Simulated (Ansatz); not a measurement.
# H8N2Si2Sn: basis-set convergence

How large a basis does H8N2Si2Sn need? Two functionals are run in growing sets.

Program: Ansatz 0.2.0, Gaussian basis. Level of theory: one geometry, several basis sets. These are calculated values, not measurements.

The runs, in order: PBE0-D4/def2-SVP; ωB97M-V/def2-SVP; PBE0-D4/def2-QZVPP; ωB97M-V/def2-QZVPP; the functionals' def2-TZVPP values are taken from earlier runs.

## Step 1: Structure used throughout

All runs share one geometry, relaxed beforehand with PBE0-D4 in a triple-zeta def2 set. Sn takes the def2 core potential; no spin-orbit term is included.

SMILES `[NH2][Sn][N]([SiH3])[SiH3]`, 13 atoms, charge 0, spin multiplicity 1.

Atoms are counted from 1 here; the program's logs count them from 0.

Bond lengths: N1–Sn2 2.015 Å, N1–H6 1.009 Å, N1–H7 1.008 Å, Sn2–N3 2.082 Å, N3–Si4 1.726 Å, N3–Si5 1.726 Å, Si4–H8 1.490 Å, Si4–H9 1.490 Å, Si4–H10 1.492 Å, Si5–H11 1.489 Å, Si5–H12 1.491 Å, Si5–H13 1.490 Å. Angles: Sn2–N1–H6 128.0°, Sn2–N1–H7 121.0°, H6–N1–H7 110.8°, N1–Sn2–N3 95.6°, Sn2–N3–Si4 117.4°, Sn2–N3–Si5 123.6°, Si4–N3–Si5 118.9°, N3–Si4–H8 112.4°, N3–Si4–H9 112.4°, N3–Si4–H10 107.9°, H8–Si4–H9 107.4°, H8–Si4–H10 108.3°, H9–Si4–H10 108.3°, N3–Si5–H11 112.2°, N3–Si5–H12 111.7°, N3–Si5–H13 109.5°, H11–Si5–H12 107.0°, H11–Si5–H13 108.3° and more.

## Step 2: PBE0-D4 in def2-SVP

File in.yaml:

```yaml
crystal:
  periodic: [false, false, false]
  atoms:
    - {symbol: N, position_ang: [-1.022285, 1.889567, -1.616153]}
    - {symbol: Sn, position_ang: [0.332152, 2.071376, -0.135408]}
    - {symbol: N, position_ang: [0.338490, 0.054693, 0.381344]}
    - {symbol: Si, position_ang: [1.289285, -0.413011, 1.743854]}
    - {symbol: Si, position_ang: [-0.507359, -1.161413, -0.503933]}
    - {symbol: H, position_ang: [-1.557768, 1.073513, -1.872454]}
    - {symbol: H, position_ang: [-1.300082, 2.687015, -2.167361]}
    - {symbol: H, position_ang: [2.343787, -1.403737, 1.388279]}
    - {symbol: H, position_ang: [0.466713, -1.010090, 2.832750]}
    - {symbol: H, position_ang: [1.955336, 0.810296, 2.278403]}
    - {symbol: H, position_ang: [0.032540, -1.331456, -1.881534]}
    - {symbol: H, position_ang: [-1.956367, -0.836252, -0.641402]}
    - {symbol: H, position_ang: [-0.393943, -2.465401, 0.208316]}
basis:
  gaussian: {orbitals: def2-SVP}
hamiltonian: {xc: pbe0, dispersion: d4}
output: {orbitals: {seedname: orbitals}}
```

Started as:

```bash
ansatz run in.yaml --threads 4 --pin off --events-out ev --progress --plain --max-ram 11315MiB
```

The runs that follow: ωB97M-V in def2-SVP; PBE0-D4 in def2-QZVPP; ωB97M-V in def2-QZVPP.

Q: Predict the results of all the runs planned. Wanted: PBE0-D4: double and triple zeta above quadruple; ωB97M-V: double and triple zeta above quadruple.

As calculated:

| quantity | value |
| --- | --- |
| PBE0-D4: double and triple zeta above quadruple | 10.48, 0.80 eV |
| ωB97M-V: double and triple zeta above quadruple | 10.63, 0.74 eV |

What this shows: PBE0-D4 gains 9.68 eV from double to triple zeta, then 0.80 eV more. Total energies overstate the basis error of differences, where much of it tends to cancel.
